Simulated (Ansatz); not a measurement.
# K2VSiSe4: the cost of one run

Method: DFT PBE, scalar-relativistic, plane waves, PAW, in Ansatz 0.2.0.

## (1) Starting point

It takes space group P4/mmm (No. 123, tetragonal). The conventional cell has a = 4.801 Å, b = 4.801 Å, c = 10.099 Å, α = 90.00°, β = 90.00°, γ = 90.00°. K (site symmetry 4mm) has 8 Se at 3.48 Å as nearest neighbours. V (site symmetry 4/mmm) has 4 Se at 2.40 Å as nearest neighbours. Si (site symmetry 4/mmm) is surrounded by 4 Se at 2.40 Å. Se (site symmetry mmm) has 2 V at 2.40 Å as nearest neighbours. Se (site symmetry mmm) has 2 Si at 2.40 Å as nearest neighbours.

As a file:

```
K V Si Se
1.0
     4.80150    0.00000    0.00000
     0.00000    4.80150    0.00000
     0.00000    0.00000   10.09903
K V Si Se
2 1 1 4
Direct
  0.50000 0.50000 0.25000
  0.50000 0.50000 0.75000
  0.00000 0.00000 0.00000
  0.00000 0.00000 0.50000
  0.50000 0.00000 0.00000
  0.00000 0.50000 0.00000
  0.50000 0.00000 0.50000
  0.00000 0.50000 0.50000
```

The cell is invented: perovskite family, infinite layers (P4/mmm, No. 123). Lengths come from tabulated atomic sizes and are only a guess.

## (2) A first look at the guess

Contents of input.yaml:

```yaml
crystal:
  lattice:
    - [4.8015, 0.0, 0.0]
    - [0.0, 4.8015, 0.0]
    - [0.0, 0.0, 10.09902921]
  atoms:
    - { symbol: K, position: [0.5, 0.5, 0.25] }
    - { symbol: K, position: [0.5, 0.5, 0.75] }
    - { symbol: V, position: [0.0, 0.0, 0.0], spin: 2.0 }
    - { symbol: Si, position: [0.0, 0.0, 0.5] }
    - { symbol: Se, position: [0.5, 0.0, 0.0] }
    - { symbol: Se, position: [0.0, 0.5, 0.0] }
    - { symbol: Se, position: [0.5, 0.0, 0.5] }
    - { symbol: Se, position: [0.0, 0.5, 0.5] }
basis:
  ecutwfc: 420
kpoints:
  mp_grid: { grid: [4, 4, 2] }
hamiltonian:
  xc: pbe
scf:
  occupations: { method: gaussian, width: 0.1 }
  lower_state_search: "off"
output:
  forces: true
  stress: true
  eigenvalues: true
  populations: true
magnetization:
  spin_polarized: true
```

The run is started by

```console
$ ansatz run input.yaml --threads 1 --pin off --max-ram 2560MiB --backend cpu --events-out ev --progress --plain --runs-dir out
```

Q: Estimate wall time and peak memory on 1 thread of Intel Xeon Platinum 8488C (Sapphire Rapids), shared host.

About 29 s, with a peak of 0.71 GiB.
